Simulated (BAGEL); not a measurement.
# C2HFSe (SMILES FC1=C[Se]1): HF/3-21G (density fitting with qzvpp-jkfit)

Aim: the energy change on altering one bond length of C2HFSe at HF/3-21G (density fitting with qzvpp-jkfit), from 2 runs. 

The calculation is run with BAGEL 1.2.2.

5 further runs of the same task are left out: 5 that didn't finish.

## 1. The structure to begin with

The species is C2HFSe (5 atoms), meant as a singlet with charge 0. As SMILES, `FC1=C[Se]1`. The shape is that of a PBE0-D4/def2-TZVP optimisation.

Bond lengths: F1–C2 1.295 Å, C2–C3 1.273 Å, C2–Se4 1.914 Å, C3–Se4 2.039 Å, C3–H5 1.073 Å. Angles: F1–C2–C3 145.4°, F1–C2–Se4 138.0°, C3–C2–Se4 76.6°, C2–C3–Se4 66.0°, C2–Se4–C3 37.4°, C2–C3–H5 155.7°, Se4–C3–H5 138.4°.

## 2. The energy at HF/3-21G (density fitting with qzvpp-jkfit)

The input, input.json:

```json
{ "bagel" : [

{
  "title" : "molecule",
  "basis" : "3-21g",
  "df_basis" : "qzvpp-jkfit",
  "angstrom" : true,
  "geometry" : [
    { "atom" : "F", "xyz" : [   -0.351900,   -1.459400,    1.110400 ] },
    { "atom" : "C", "xyz" : [   -0.221300,   -0.498100,    0.252900 ] },
    { "atom" : "C", "xyz" : [    0.468300,    0.517300,   -0.085700 ] },
    { "atom" : "Se", "xyz" : [   -1.110800,    0.136900,   -1.318200 ] },
    { "atom" : "H", "xyz" : [    1.265800,    1.229700,   -0.000900 ] }
  ]
},
{ "title" : "hf" },
{ "title" : "print", "file" : "orbitals.molden", "orbitals" : true }

]}
```

On the command line:

```bash
$ BAGEL_NUM_THREADS=1 BAGEL input.json > input.out
```

Log:

```text
* using 1 threads per process

  ===============================================================
  ===============================================================

  *** Geometry ***

  { "atom" : "F", "xyz" : [     -0.664995,     -2.757866,      2.098352 ] },
  { "atom" : "C", "xyz" : [     -0.418196,     -0.941273,      0.477912 ] },
  { "atom" : "C", "xyz" : [      0.884959,      0.977555,     -0.161950 ] },
  { "atom" : "Se", "xyz" : [     -2.099108,      0.258704,     -2.491037 ] },
  { "atom" : "H", "xyz" : [      2.392015,      2.323796,     -0.001701 ] },

  Number of auxiliary basis functions:      511

  Since a DF basis is specified, we compute 2- and 3-index integrals:
    o Being stored without compression. Storage requirement is 0.011 GB

  Number of basis functions:       51
  Number of electrons      :       56

    * METHOD: MOLECULE                             0.20

  *** RHF ***

  === Nuclear Repulsion ===
   223.8654417640

      * DIIS with orbital gradients will be used.

  === RHF iteration (3-21g) ===
      0      -2563.06798462          0.01763280           0.05
      1      -2563.12232961          0.01039438           0.05
      2      -2563.14034716          0.00153203           0.05
      3      -2563.14136973          0.00035743           0.05
      4      -2563.14141496          0.00015302           0.05
      5      -2563.14142696          0.00004211           0.05
      6      -2563.14142815          0.00001101           0.05
      7      -2563.14142823          0.00000633           0.05
      8      -2563.14142826          0.00000259           0.05
      9      -2563.14142827          0.00000118           0.05
     10      -2563.14142827          0.00000055           0.05
     11      -2563.14142827          0.00000018           0.05
     12      -2563.14142827          0.00000006           0.05
     13      -2563.14142827          0.00000002           0.05
     14      -2563.14142827          0.00000001           0.05
    * SCF iteration converged.

    * Permanent dipole moment:
           (   -0.426578,    -0.370342,    -0.056469) a.u.

    * METHOD: HF                                   0.89

    * METHOD: PRINT                                0.01

  ===============================================================
```

Run time: 1.2 s. Hardware: 1 thread of Arm Neoverse V1, shared host.

## 3. The distorted shape, same level

The input, hf.json:

```json
{ "bagel": [

{
  "title": "molecule",
  "basis": "3-21g",
  "df_basis": "qzvpp-jkfit",
  "angstrom": true,
  "geometry": [
    { "atom": "F", "xyz": [      -0.508618,      -2.612945,       2.139387 ] },
    { "atom": "C", "xyz": [      -0.221300,      -0.498100,       0.252900 ] },
    { "atom": "C", "xyz": [       0.468300,       0.517300,      -0.085700 ] },
    { "atom": "Se", "xyz": [      -1.110800,       0.136900,      -1.318200 ] },
    { "atom": "H", "xyz": [       1.265800,       1.229700,      -0.000900 ] }
  ]
},

{ "title": "hf" },

{ "title": "print", "file": "orbitals.molden", "orbitals": true }

]}
```

On the command line:

```bash
$ BAGEL_NUM_THREADS=1 BAGEL hf.json > hf.out
```

Log:

```text
* using 1 threads per process

  ===============================================================
  ===============================================================

  *** Geometry ***

  { "atom" : "F", "xyz" : [     -0.961149,     -4.937750,      4.042856 ] },
  { "atom" : "C", "xyz" : [     -0.418196,     -0.941273,      0.477912 ] },
  { "atom" : "C", "xyz" : [      0.884959,      0.977555,     -0.161950 ] },
  { "atom" : "Se", "xyz" : [     -2.099108,      0.258704,     -2.491037 ] },
  { "atom" : "H", "xyz" : [      2.392015,      2.323796,     -0.001701 ] },

  Number of auxiliary basis functions:      511

  Since a DF basis is specified, we compute 2- and 3-index integrals:
    o Being stored without compression. Storage requirement is 0.011 GB

  Number of basis functions:       51
  Number of electrons      :       56

    * METHOD: MOLECULE                             0.20

  *** RHF ***

  === Nuclear Repulsion ===
   189.3649412492

      * DIIS with orbital gradients will be used.

  === RHF iteration (3-21g) ===
      0      -2562.51708357          0.02743202           0.05
      1      -2553.80022924          0.11936154           0.05
      2      -2562.71886085          0.00998638           0.05
      3      -2562.27086919          0.03690710           0.05
      4      -2562.61447420          0.02458541           0.05
      5      -2562.78457465          0.00859273           0.05
      6      -2562.77703008          0.00973524           0.05
      7      -2562.78193482          0.00873963           0.05
      8      -2562.80191917          0.00235304           0.05
      9      -2562.80354885          0.00033924           0.05
     10      -2562.80358867          0.00022028           0.05
     11      -2562.80360740          0.00011327           0.05
     12      -2562.80361299          0.00002387           0.05
     13      -2562.80361328          0.00002021           0.05
     14      -2562.80361338          0.00000954           0.05
     15      -2562.80361347          0.00000443           0.05
     16      -2562.80361351          0.00000433           0.05
     17      -2562.80361349          0.00000458           0.05
     18      -2562.80361351          0.00000447           0.05
     19      -2562.80361350          0.00000448           0.05
     20      -2562.80361352          0.00000456           0.05
     21      -2562.80361349          0.00000468           0.05
     22      -2562.80361334          0.00000158           0.05
     23      -2562.80361332          0.00000053           0.05
     24      -2562.80361332          0.00000038           0.05
     25      -2562.80361332          0.00000031           0.05
     26      -2562.80361332          0.00000025           0.05
     27      -2562.80361332          0.00000021           0.05
     28      -2562.80361333          0.00000019           0.05
     29      -2562.80361333          0.00000017           0.05
     30      -2562.80361333          0.00000018           0.05
     31      -2562.80361333          0.00000018           0.05
     32      -2562.80361333          0.00000017           0.05
     33      -2562.80361333          0.00000016           0.05
     34      -2562.80361333          0.00000016           0.05
     35      -2562.80361333          0.00000016           0.05
     36      -2562.80361333          0.00000016           0.05
     37      -2562.80361333          0.00000016           0.05
     38      -2562.80361333          0.00000011           0.05
     39      -2562.80361333          0.00000013           0.05
     40      -2562.80361333          0.00000006           0.05
     41      -2562.80361333          0.00000003           0.05
     42      -2562.80361333          0.00000003           0.05
     43      -2562.80361333          0.00000002           0.05
     44      -2562.80361333          0.00000002           0.05
     45      -2562.80361333          0.00000002           0.05
     46      -2562.80361333          0.00000002           0.05
     47      -2562.80361333          0.00000002           0.05
     48      -2562.80361333          0.00000002           0.05
     49      -2562.80361333          0.00000002           0.05
     50      -2562.80361333          0.00000001           0.05
     51      -2562.80361333          0.00000001           0.05
     52      -2562.80361333          0.00000001           0.05
     53      -2562.80361333          0.00000001           0.05
     54      -2562.80361333          0.00000001           0.05
     55      -2562.80361333          0.00000001           0.05
    * SCF iteration converged.

    * Permanent dipole moment:
           (   -0.469642,    -2.601010,     2.201558) a.u.

    * METHOD: HF                                   2.99

    * METHOD: PRINT                                0.01

  ===============================================================
```

Wall time 3.3 s (1 thread of Arm Neoverse V1, shared host).

## 4. Outcome

At HF/3-21G (density fitting with qzvpp-jkfit):

```
                                                         quantity           value
                                        first shape: total energy  -2563.14143 Eh
                                       first shape: dipole moment          1.44 D
                                         first shape: HOMO energy        -8.32 eV
                                         first shape: LUMO energy         2.65 eV
                                       first shape: HOMO–LUMO gap        10.97 eV
                                    distorted shape: total energy  -2562.80361 Eh
                                   distorted shape: dipole moment          8.74 D
                                     distorted shape: HOMO energy        -7.42 eV
                                     distorted shape: LUMO energy        -3.98 eV
                                   distorted shape: HOMO–LUMO gap         3.44 eV
energy change with the F1–C2 bond stretched from 1.295 to 2.849 Å        9.192 eV
```

What this shows: One bond (distorted shape) is far stretched, which a spin-restricted single reference describes badly; a broken-symmetry solution may lie lower. With the F1–C2 bond stretched from 1.295 to 2.849 Å the energy rises by 9.19 eV (887 kJ/mol). The first shape isn't relaxed at this level, so the change isn't measured from a minimum. A restricted reference can't describe the breaking bond well at this length.
